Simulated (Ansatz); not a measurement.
# SrCd, space group Pm-3m: the orbital character of the bands

Run with the Python package of Ansatz (0.2.0).

`fatbands_srcd.py`:
```python
from collections import Counter
from pathlib import Path
import json
import warnings

import ansatz as az
import pandas as pd

warnings.simplefilter("ignore", az.DeckWarning)

cell = (
    az.Lattice.of([4.003, 0.0, 0.0], [0.0, 4.003, 0.0], [0.0, 0.0, 4.003])
    .atom("Sr", [0.5, 0.5, 0.5])
    .atom("Cd", [0.0, 0.0, 0.0])
)

points = {"G": (0.0, 0.0, 0.0), "X": (0.0, 0.5, 0.0), "M": (0.5, 0.5, 0.0), "R": (0.5, 0.5, 0.5)}
job = (
    cell.calculation()
    .basis(12 * az.Ha)
    .occupations("fermi_dirac", width=20 * az.meV)
    .accuracy("low")
    .kpoints(6, center="gamma")
    .functional("PBEsol")
    .scf(tolerance=1e-08, algorithm="direct_min", self_checks="high")
    .band_structure(list(points.values()), intervals=1)
    .fat_bands()
)
result = job.run(events_out="events.ndjson")
r = result.report
with open("events.ndjson") as stream:
    kinds = Counter(json.loads(line)["event"] for line in stream)
print("events:", {kind: kinds[kind] for kind in ("scf_iter", "scf_done", "notice", "finished")})
file = Path(result.write_results("results")) / "fatbands.tsv"
names = file.read_text().splitlines()[0].lstrip("# ").split("\t")
table = pd.read_csv(file, sep="\t", comment="#", names=names)
near = table[table.e_minus_ef.abs() < 4]
for ik, label in enumerate(points):
    print(label)
    for _, row in near[near.ik == ik].iterrows():
        main = row[names[4:]].astype(float).nlargest(2)
        print(f"   band {int(row.band):3d} {row.e_minus_ef:7.3f} eV  " + ", ".join(f"{k} {v:.2f}" for k, v in main.items()))
```

```console
$ python fatbands_srcd.py
events: {'scf_iter': 6, 'scf_done': 1, 'notice': 2, 'finished': 1}
G
   band  14   1.425 eV  cd1_l2_4D 0.00, sr0_l0_4S 0.00
   band  15   1.425 eV  cd1_l2_4D 0.00, sr0_l0_4S 0.00
X
   band  13  -3.524 eV  cd1_l0_5S 0.95, sr0_l1_4P 0.03
   band  14  -2.357 eV  sr0_l0_5S 0.93, cd1_l1_4P 0.00
   band  15   1.815 eV  sr0_l0_4S 0.00, sr0_l0_5S 0.00
   band  16   2.332 eV  sr0_l0_4S 0.00, sr0_l0_5S 0.00
   band  17   2.332 eV  sr0_l0_4S 0.00, sr0_l0_5S 0.00
M
   band  13  -3.058 eV  cd1_l0_5S 0.92, cd1_l2_4D 0.01
   band  14   0.059 eV  sr0_l1_4P 0.00, sr0_l0_4S 0.00
   band  15   0.059 eV  sr0_l1_4P 0.00, sr0_l0_4S 0.00
   band  16   1.187 eV  sr0_l0_5S 0.68, cd1_l2_4D 0.02
   band  17   3.959 eV  cd1_l2_4D 0.00, sr0_l0_4S 0.00
   band  18   3.959 eV  cd1_l2_4D 0.00, sr0_l0_4S 0.00
R
   band  13  -0.707 eV  sr0_l0_4S 0.00, sr0_l0_5S 0.00
   band  14  -0.707 eV  sr0_l0_4S 0.00, sr0_l0_5S 0.00
   band  15  -0.707 eV  sr0_l0_4S 0.00, sr0_l0_5S 0.00
   band  16  -0.698 eV  cd1_l0_5S 0.99, cd1_l0_4S 0.00
```

Reading the output:
- The settings weren't tested for convergence.
- The cutoff lies under the one recommended for these potentials.
- The computed bands are complete only to about 3.4 eV above the Fermi level.
- The mesh is modest for a metal, so energies can be off by several to tens of meV an atom and pressures by half a GPa or more; differences at equal mesh fare better.
- The structure is a deposited one; some such entries were measured under pressure or heat, so a shift against it needn't be the functional's error alone.
- Gaps and levels are Kohn-Sham values on a finite set of k-points, without spin-orbit coupling.
- Energies are less the Fermi level and bands count from 0. Only the largest channels are printed, equivalent atoms hold more, and in degenerate sets the split between sites is arbitrary; shells that the potentials lack have no channel.
- The script silences the warnings on its input, which a real study should read.
- Finished in 3.9 s on 1 thread of Arm Neoverse V1 (shared host), peak memory 0.39 GiB.

(Lines on the test bed's own set-up are left out of the output.)
